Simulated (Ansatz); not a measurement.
The same calculation of TaCo, space group Pm-3m as a Python script and as an input file (the Python package of Ansatz (0.2.0)).

`taco.py`:
```python
"""Relax cell and ions of TaCo."""

import json

import ansatz
from ase import Atoms
from ase.io import write
import numpy as np

config = {
    "functional": "pbesol",
    "kspacing": 0.52,
    "width_ev": 0.02,
    "beta": 0.1,
    "max_scf": 80,
}

def edges_and_angles(cell):
    cell = np.asarray(cell)
    a, b, c = np.linalg.norm(cell, axis=1)
    cosines = cell[1] @ cell[2] / (b * c), cell[0] @ cell[2] / (a * c), cell[0] @ cell[1] / (a * b)
    return (a, b, c, *np.degrees(np.arccos(cosines)))

lattice = ansatz.Lattice.of(
    (3.068399, 0.0, 0.0),
    (0.0, 3.068399, 0.0),
    (0.0, 0.0, 3.068399),
)
sites = [
    ("Ta", (0.0, 0.0, 0.0)),
    ("Co", (0.5, 0.5, 0.5)),
]
xtal = ansatz.Crystal(lattice=lattice)
for symbol, position in sites:
    xtal = xtal.atom(symbol, position)
xtal = xtal.moments(Co=1.8)

# edges free, angles fixed
job = xtal.calculation()
job = job.functional(config["functional"])
job = job.pseudopotentials("nc").kpoints(spacing=config["kspacing"])
job = job.occupations(ansatz.OccupationsMethod.GAUSSIAN, width=config["width_ev"])
job = job.spin("collinear")
job = job.mixing("broyden", beta=config["beta"]).scf(max_iterations=config["max_scf"])
job = job.relax(fix_cell=["angles"]).band_table()
job = job.density()
outcome = job.run(threads=1, events_out="taco.ndjson")
with open("taco.ndjson") as stream:
    events = [json.loads(line) for line in stream]
steps = [e["data"] for e in events if e["event"] == "relax_step"]
report = outcome.report
for s in steps:
    flag = "" if s["accepted"] else "  (rejected)"
    print("step %2d  E = %.5f eV  largest force component = %.4f eV/A%s" % (s["step"], s["lagrangian_ev"], s["allowed_force_max_ev_ang"], flag))

first, last = steps[0], steps[-1]
symbols = [site.symbol for site in outcome.lattice.sites]
print(f"energy gained {first['lagrangian_ev'] - last['lagrangian_ev']:.4f} eV in {len(steps) - 1} steps")
for label, vectors in (("before", first["cell_ang"]), ("after", outcome.lattice.cell_ang)):
    print(label, "a b c (A) {:.4f} {:.4f} {:.4f}  angles {:.2f} {:.2f} {:.2f}".format(*edges_and_angles(vectors)), f" V = {abs(np.linalg.det(vectors)):.3f} A^3")
print("final stress xx yy zz (GPa, compression positive):", np.round(np.diag(report["stress_gpa"]), 3) + 0.0)

relaxed = Atoms(symbols, positions=[site.position_ang for site in outcome.lattice.sites], cell=outcome.lattice.cell_ang, pbc=True)
write("relaxed.extxyz", relaxed, format="extxyz")

print("relaxed fractional positions")
for site in outcome.lattice.sites:
    print(f"  {site.symbol:2s}", " ".join(f"{v % 1:8.5f}" for v in np.round(site.position_frac, 5)))

n_atoms = len(report["lattice"]["sites"])
print("F =", round(report["free_energy_ev"], 4), "eV for", n_atoms, "atoms")
print("E(sigma -> 0) =", round(report["energy_sigma0_ev"], 4), "eV, TS =", round(report["entropy_ts_ev"], 5), "eV")
print("closed by", report["closed_by"], "after", report["n_iterations"], "iterations")

gap = None if "band_edges_ev" not in report else report["band_edges_ev"][1] - report["band_edges_ev"][0]
print("gap on the k mesh:", "withheld (metal, or smearing too wide to tell)" if gap is None else f"{gap:.3f} eV")
print("lowest empty less highest filled band, by band count:", round(report["gap_by_band_count_ev"], 3), "eV")

rho = outcome.density()
total = sum(ch.density_e_per_ang3 for ch in rho.channels[:2]) if len(rho.channels) < 3 else rho.channels[0].density_e_per_ang3
print("grid", rho.dims, "electrons", round(float(total.mean() * rho.cell_volume_ang3), 4))
profile = total.mean(axis=(1, 2))
print("planar average along grid axis 0 (e/A^3):")
print(np.array2string(profile[:: max(len(profile) // 16, 1)], precision=4))
```

Running `python taco.py` prints:
```text
DeckWarning: basis.ecutwfc = 1306.14654 eV, auto-derived from the records' recommended cutoffs: set by Co (normal level)
step  1  E = -5929.76122 eV  largest force component = 0.0000 eV/A
step  2  E = -5929.86503 eV  largest force component = 0.0000 eV/A
step  3  E = -5929.86493 eV  largest force component = 0.0000 eV/A  (rejected)
step  4  E = -5929.86525 eV  largest force component = 0.0000 eV/A
step  5  E = -5929.86504 eV  largest force component = 0.0000 eV/A
energy gained 0.1038 eV in 4 steps
before a b c (A) 3.0684 3.0684 3.0684  angles 90.00 90.00 90.00  V = 28.889 A^3
after a b c (A) 3.0201 3.0201 3.0201  angles 90.00 90.00 90.00  V = 27.546 A^3
final stress xx yy zz (GPa, compression positive): [-0.026 -0.026 -0.026]
relaxed fractional positions
  Ta  0.00000  0.00000  0.00000
  Co  0.50000  0.50000  0.50000
F = -5929.865 eV for 2 atoms
E(sigma -> 0) = -5929.8645 eV, TS = 0.00103 eV
closed by deck_thresholds after 8 iterations
gap on the k mesh: withheld (metal, or smearing too wide to tell)
lowest empty less highest filled band, by band count: -1.85 eV
grid (36, 36, 36) electrons 30.0
planar average along grid axis 0 (e/A^3):
[1.0615 1.052  0.9678 0.7634 0.5602 0.5101 0.7534 1.4562 2.0989 2.2184
 2.0989 1.4562 0.7534 0.5101 0.5602 0.7634 0.9678 1.052 ]
```
(Warnings from the package without file and line.)

`input.yaml`:
```yaml
crystal:
  lattice:
    - [3.068399, 0.0, 0.0]
    - [0.0, 3.068399, 0.0]
    - [0.0, 0.0, 3.068399]
  atoms:
    - { symbol: Ta, position: [0.0, 0.0, 0.0] }
    - { symbol: Co, position: [0.5, 0.5, 0.5] }
kpoints:
  mp_grid: { kspacing: 0.52 }
hamiltonian:
  xc: pbesol
  pseudopotentials: { kind: nc }
magnetization:
  spin_polarized: true
  per_species: { Co: 1.8 }
scf:
  max_iter: 80
  mixing: { algorithm: broyden, beta: 0.1 }
  occupations: { method: gaussian, width: 0.02 }
relax:
  cell: { fix: [angles] }
output:
  write_density: true
  eigenvalues: true
```

Launched from the shell:
```console
$ ansatz run input.yaml --threads 1 --pin off --max-ram 3072MiB --backend cpu --events-out ev --progress --plain --runs-dir out
Engine: ansatz 0.2.0, aarch64-unknown-linux-gnu
Pseudopotentials: kind: nc
Pseudopotential: Ta, nc, valence charge 13, recommended cutoff 789.130201 eV (normal), Ta.nc.azcp (PseudoDojo's, or run here from an input of PseudoDojo's: the run reads no file of this project's for it)
Pseudopotential: Co, nc, valence charge 17, recommended cutoff 1306.14654 eV (normal), Co.nc.azcp (PseudoDojo's, or run here from an input of PseudoDojo's: the run reads no file of this project's for it)
Functional definition: PBEsol
  exchange = pbesol_x
  correlation = pbesol_c
Crystal: 2 atoms, lattice volume = 28.889 Å³
Basis set: ecut = 1306.14654 eV, 3071 PW (Γ), exchange–correlation on 80×80×80 points (8 copies of the dense FFT grid, shifted against one another)
Bands: 20, of which v1, the nominal top of the filled ones, is band 15 counted from 1 (14 counted from 0)
Symmetry: 48 space group operations
Space group: Pm-3m (ITA 221), of the structure as read, at distance tolerance 3.1e-5 Å
Magnetic group: BNS 221.92 (UNI 1594), of the structure as read, at distance tolerance 3.1e-5 Å
k-points: 10 of 64
Non-local potential: Ta, projectors of the file, l = 0: 2, l = 1: 2, l = 2: 2, l = 3: 2
Non-local potential: Co, projectors of the file, l = 0: 2, l = 1: 2, l = 2: 2
Initial density: superposition of atomic densities (chi_scale 0.1, normalization cell)
Starting moments: Σ|m| = 1.8 μB on 1 of 2 sites
Initial wavefunctions: pseudopotential atomic-orbital guess
Functional: x = pbesol(κ = 0.804, μ = 0.12345679012345678), c = pbesol(β = 0.046)
SCF iter   1: F=—  HF=-5930.906505 eV  |F-HF|=—  |Δ(HF+E_count)|=         —  Δρ=1.57e-1 (↑6.01e-2 ↓1.57e-1)  dr2=1.04e1  dr2_m=2.15e0  M=0.625 μB ∫|m|=0.653 μB  β_m=0.10  ethr=3.10e-3  ⟨swp⟩=5.0  Hψ=1820  notcnv=0
preconditioner: auto → none  [insulator: Δε(μ)=0.045 eV  Ē_g=6.531 eV  σ=0.020 eV  W_gap=0.74  n_scr=6 (ndim 8)  ℏωp=25.8 eV  f_vac=0.000  D(μ)=5.76/eV (n_scr^D=92)  ε∞_Penn≈16.7]
SCF iter   2: F=—  HF=-5929.904883 eV  |F-HF|=—  |Δ(HF+E_count)|=    1.00e0  Δρ=7.99e-2 (↑7.99e-2 ↓4.91e-2)  dr2=7.95e-1  dr2_m=8.80e-1  M=1.190 μB ∫|m|=1.190 μB  β_m=0.10  ethr=3.10e-3  ⟨swp⟩=2.6  Hψ=773  notcnv=0  defer=12  κ⁻¹=1.0e0(r=1)
SCF iter   3: F=—  HF=-5929.833068 eV  |F-HF|=—  |Δ(HF+E_count)|=   7.18e-2  Δρ=7.43e-2 (↑7.43e-2 ↓5.74e-2)  dr2=5.49e-1  dr2_m=1.04e0  M=0.882 μB ∫|m|=0.897 μB  β_m=0.10  ethr=2.65e-3  ⟨swp⟩=1.5  Hψ=537  notcnv=0  defer=9  κ⁻¹=1.5e-3(r=2)
SCF iter   4: F=—  HF=-5929.875682 eV  |F-HF|=—  |Δ(HF+E_count)|=   4.26e-2  Δρ=7.46e-2 (↑5.63e-2 ↓7.46e-2)  dr2=3.33e0  dr2_m=5.59e-1  M=1.813 μB ∫|m|=1.816 μB  β_m=1.00  ethr=1.83e-3  ⟨swp⟩=3.5  Hψ=889  notcnv=0  defer=9  κ⁻¹=3.9e-5(r=3)
SCF iter   5: F=—  HF=-5929.860279 eV  |F-HF|=—  |Δ(HF+E_count)|=   1.54e-2  Δρ=5.19e-2 (↑2.22e-2 ↓5.19e-2)  dr2=1.44e0  dr2_m=1.16e-1  M=2.094 μB ∫|m|=2.104 μB  β_m=1.00  ethr=1.83e-3  ⟨swp⟩=2.3  Hψ=612  notcnv=0  defer=10  κ⁻¹=2.6e-5(r=4)
SCF iter   6: F=—  HF=-5929.892005 eV  |F-HF|=—  |Δ(HF+E_count)|=   3.17e-2  Δρ=3.68e-2 (↑2.97e-2 ↓3.68e-2)  dr2=1.33e0  dr2_m=4.95e-3  M=2.094 μB ∫|m|=2.111 μB  β_m=1.00  ethr=1.83e-3  ⟨swp⟩=1.8  Hψ=490  notcnv=0  defer=9  κ⁻¹=1.8e-6(r=5)
SCF iter   7: F=—  HF=-5929.897677 eV  |F-HF|=—  |Δ(HF+E_count)|=   5.67e-3  Δρ=3.36e-2 (↑3.12e-2 ↓3.36e-2)  dr2=1.35e0  dr2_m=6.03e-4  M=2.094 μB ∫|m|=2.114 μB  β_m=0.40  ethr=1.83e-3  ⟨swp⟩=1.3  Hψ=409  notcnv=0  defer=9
Mixer restart at iter 7: flushing history
spin-set hold released at iteration 7 (site moments contracting): the magnetisation degrees of freedom join the quasi-Newton model from the next iteration; the mixer history was flushed
SCF iter   8: F=—  HF=-5929.764859 eV  |F-HF|=—  |Δ(HF+E_count)|=   1.33e-1  Δρ=2.11e-2 (↑1.90e-2 ↓2.11e-2)  dr2=6.05e-2  dr2_m=3.75e-2  M=1.963 μB ∫|m|=1.980 μB  β_m=0.40  ethr=1.83e-3  ⟨swp⟩=2.2  Hψ=579  notcnv=0  defer=9  κ⁻¹=1.0e0(r=1)
SCF iter   9: F=—  HF=-5929.763554 eV  |F-HF|=—  |Δ(HF+E_count)|=   1.30e-3  Δρ=1.67e-2 (↑1.56e-2 ↓1.67e-2)  dr2=3.87e-2  dr2_m=2.06e-2  M=1.955 μB ∫|m|=1.972 μB  β_m=0.40  ethr=2.02e-4  ⟨swp⟩=1.3  Hψ=590  notcnv=0  defer=12  κ⁻¹=2.0e-3(r=2)
SCF iter  10: F=—  HF=-5929.760967 eV  |F-HF|=—  |Δ(HF+E_count)|=   2.59e-3  Δρ=5.61e-3 (↑3.34e-3 ↓5.61e-3)  dr2=9.26e-3  dr2_m=3.05e-3  M=1.813 μB ∫|m|=1.829 μB  β_m=0.40  ethr=1.29e-4  ⟨swp⟩=2.5  Hψ=772  notcnv=0  defer=13  κ⁻¹=2.4e-4(r=3)
SCF iter  11: F=—  HF=-5929.760750 eV  |F-HF|=—  |Δ(HF+E_count)|=   2.17e-4  Δρ=2.28e-3 (↑2.28e-3 ↓2.06e-3)  dr2=1.15e-3  dr2_m=5.85e-4  M=1.819 μB ∫|m|=1.835 μB  β_m=0.40  ethr=3.09e-5  ⟨swp⟩=1.4  Hψ=457  notcnv=0  defer=13  κ⁻¹=2.9e-5(r=4)
[... 118 lines left out ...]
  E_band       = -312.945548
  E_kinetic    = 2308.277298
  E_local      = -4112.309120  (includes V_loc(G=0)·N_el)
  E_nonlocal   = -390.013304
  E_hartree    = 1364.706435
  E_xc         = -1157.561565
  E_vxc        = -848.313343  (∫ρ·V_xc dr)
  E_ewald      = -3942.963752
  E_smearing   = -0.001035  (= −TS)
  E_closure    = -0.000000  (closes the sum)
  Σ components = -5929.865043   (vs F -5929.865043, Δ=0.00e0)
--- Forces (eV/Å), atoms counted from 1 ---
  atom   1  Ta    -0.00000000    -0.00000000    -0.00000000
  atom   2  Co     0.00000000     0.00000000     0.00000000
  max |Σ_I F_I| component: 1.67e-28 eV/Å
--- Stress (GPa, compression-positive) ---
       -0.026477      -0.000000      -0.000000
       -0.000000      -0.026477      -0.000000
        0.000000      -0.000000      -0.026477
  P = ⅓ Tr σ = -0.0265 GPa (-0.265 kbar)
--- Band table (eV; the first three rows and the last of 20) ---
  k-point 0 ↑: bands = ["-74.6131", "-47.8546", "-38.0487", "-38.0487", "-38.0487", "-14.1455", "-14.1455", "-14.1455", "10.9943", "15.3261", "15.3261", "18.3904", "18.3904", "18.3904", "20.7124", "20.7124", "24.5525", "24.5525", "24.5525", "28.5770"]
  k-point 1 ↑: bands = ["-74.6125", "-47.8425", "-38.0577", "-38.0477", "-38.0477", "-14.4138", "-14.1266", "-14.1266", "12.3425", "16.0045", "16.0552", "18.3705", "18.3705", "18.6320", "19.8527", "20.8481", "22.0991", "22.0991", "24.2110", "25.9374"]
  k-point 2 ↑: bands = ["-74.6118", "-47.8303", "-38.0667", "-38.0465", "-38.0465", "-14.6709", "-14.1076", "-14.1076", "14.5685", "16.0597", "17.5194", "18.1357", "18.4567", "18.4567", "18.9061", "20.0231", "20.5697", "20.5697", "23.8363", "26.1127"]
  k-point 9 ↓: bands = ["-74.2670", "-47.7151", "-37.7054", "-37.7054", "-37.7054", "-14.4546", "-14.4546", "-14.4546", "16.7444", "16.7444", "16.7444", "17.9744", "17.9744", "17.9744", "19.8514", "19.8514", "25.9005", "26.0527", "26.0527", "28.7779"]
--- Relaxed structure (4 steps of the walk, 3 accepted, 1 SCFs on fresh bases) ---
  F+E_penalty+E_count = -5929.86504344 eV   max|allowed force component| = 8.474e-29 eV/Å   (the final SCF, on the basis selected at the relaxed cell)
  cell:  # Å, volume = 27.5458 Å³
    - [3.020078491820549, 6.93234435548366e-99, 1.1091750968773856e-97]
    - [6.93234435548366e-99, 3.020078491820549, 0.0]
    - [1.1091750968773856e-97, 0.0, 3.020078491820549]
  atoms:
    - { symbol: Ta, position: [7.845825886654804e-36, -1.3076376477811528e-36, 1.3076376477787738e-36] }
    - { symbol: Co, position: [0.5, 0.5, 0.5] }
```

Notes:
- These settings explore the input space; cutoff and mesh may be short of convergence.
- Other magnetic orders than the one started from may lie lower.
- Forces vanish by symmetry, so the ions can't move, and the end may be a saddle.
- Energies along a relaxation are free energies. Rows at an unchanged volume are solved on a plane-wave basis chosen afresh for that cell, so the energy jumps there and such rows are no steps of the walk.
- A gap by band count of zero or less means overlapping bands, a metal.
- Densities and potentials on the grid are those of the valence electrons, and inside the cores they hang on the potentials used.
- The structure comes from a database of computed cells and needn't be a stable or known phase.
- Gaps and levels are Kohn-Sham values on a finite set of k-points, without spin-orbit coupling.
- Finished in 33 s on 1 thread of Arm Neoverse V1 (shared host), peak memory 0.47 GiB.

(Lines on the test bed's own set-up are left out of the output.)
